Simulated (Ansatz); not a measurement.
**Si3N4: properties at the relaxed cell**

The task here is to estimate one member of a computed series from the others.

Method: DFT PBEsol, scalar-relativistic, plane waves, PAW, in Ansatz 0.2.0.

## The system as given

It takes space group I-43d (No. 220, cubic). Conventional cell: a = 6.455 Å, b = 6.455 Å, c = 6.455 Å, α = 90.00°, β = 90.00°, γ = 90.00°. Around Si (site symmetry -4) lie 4 N at 1.75 Å. N (site symmetry 3) has 3 Si at 1.75 Å in its first shell of neighbours.

As a file:

```xyz
14
Lattice="-3.2275 3.2275 3.2275 3.2275 -3.2275 3.2275 3.2275 3.2275 -3.2275" Properties=species:S:1:pos:R:3 pbc="T T T"
Si    2.4207    3.2275   -1.6138
Si   -1.6138    2.4207    3.2275
Si    0.8069    3.2275    1.6138
Si    1.6138    0.8069    3.2275
Si    3.2275   -1.6138    2.4207
Si    3.2275    1.6138    0.8069
N     1.8129    1.8129    1.8129
N     0.1991   -0.1991    3.0284
N     1.4147    4.6422   -1.4147
N     3.0284    0.1991   -0.1991
N    -1.4147    1.4147    4.6422
N     0.1991    0.1991    0.1991
N     4.6422   -1.4147    1.4147
N    -0.1991    3.0284    0.1991
```

It is the result of an earlier relaxation at this level (volume 9.61 Å³/atom; gap on the mesh: 3.98 eV).

The first run:

input.yaml reads:

```yaml
crystal:
  lattice:
    - [-3.194936192, 3.194936192, 3.194936192]
    - [3.194936192, -3.194936192, 3.194936192]
    - [3.194936192, 3.194936192, -3.194936192]
  atoms:
    - { symbol: Si, position: [0.25, 0.125, 0.875] }
    - { symbol: Si, position: [0.875, 0.25, 0.125] }
    - { symbol: Si, position: [0.75, 0.375, 0.625] }
    - { symbol: Si, position: [0.625, 0.75, 0.375] }
    - { symbol: Si, position: [0.125, 0.875, 0.25] }
    - { symbol: Si, position: [0.375, 0.625, 0.75] }
    - { symbol: "N", position: [0.5616923873, 0.5616923873, 0.5616923873] }
    - { symbol: "N", position: [0.4383076127, 0.5, 0.0] }
    - { symbol: "N", position: [0.5, 0.0, 0.9383076127] }
    - { symbol: "N", position: [0.0, 0.4383076127, 0.5] }
    - { symbol: "N", position: [0.9383076127, 0.5, 0.0] }
    - { symbol: "N", position: [0.0616923873, 0.0616923873, 0.0616923873] }
    - { symbol: "N", position: [0.0, 0.9383076127, 0.5] }
    - { symbol: "N", position: [0.5, 0.0, 0.4383076127] }
basis:
  ecutwfc: 420
kpoints:
  mp_grid: { grid: [6, 6, 6] }
hamiltonian:
  xc: pbesol
scf:
  occupations: { method: gaussian, width: 0.02 }
output:
  forces: true
  stress: true
  eigenvalues: true
relax:
  adjacent_minimum: "off"
  f_tol: 0.01
  max_steps: 30
```

Launch:

```
$ ansatz run input.yaml --threads 4 --pin off --max-ram 10240MiB --backend cpu --events-out ev --progress --plain --runs-dir out
```

Among the steps run: Volume × 0.97; The cell scaled to 1.03 of its volume; The cell scaled to 0.94 of its volume; Volume × 1.06; The cell scaled to 0.91 of its volume; Point at V/V0 = 1.10; The cell scaled to 0.88 of its volume.

One table of the session follows, with a row left open; its other results are not shown here.

It belongs to the step «Fit of the equation of state». 

| volume (Å³/atom) | energy above the lowest point (meV/atom) | pressure (GPa) | gap on the mesh (eV) |
| --- | --- | --- | --- |
| 8.453 | 133.7 | 40.20 | 3.95 |
| 8.742 | ? | ? | ? |
| 9.030 | 30.6 | 17.81 | 4.06 |
| 9.318 | 7.3 | 8.31 | 4.04 |
| 9.606 | 0.0 | -0.01 | 3.98 |
| 9.894 | 6.8 | -7.33 | 3.86 |
| 10.182 | 25.8 | -13.68 | 3.74 |
| 10.567 | 67.5 | -20.84 | 3.56 |

**Question.** Estimate the row for volume (Å³/atom) = 8.742.

Worked estimate for «energy above the lowest point (meV/atom)». A straight line through the neighbours (8.453, 133.7) and (9.030, 30.6) gives 133.7 + (30.6 − 133.7) × (8.742 − 8.453) / (9.030 − 8.453) = 82.1; a parabola fitted to 3 rows on both sides gives 72.7.

The run gave: energy above the lowest point (meV/atom): 72.1; pressure (GPa): 28.47; gap on the mesh (eV): 4.04. In «energy above the lowest point (meV/atom)» the line misses by +10.0 and the parabola by +0.6.

To keep in mind: The gap on the mesh goes from 3.95 eV at the smallest volume to 3.56 eV at the largest, through a peak of 4.06 eV between. Warnings in the runs' records: stress scf threshold loose.
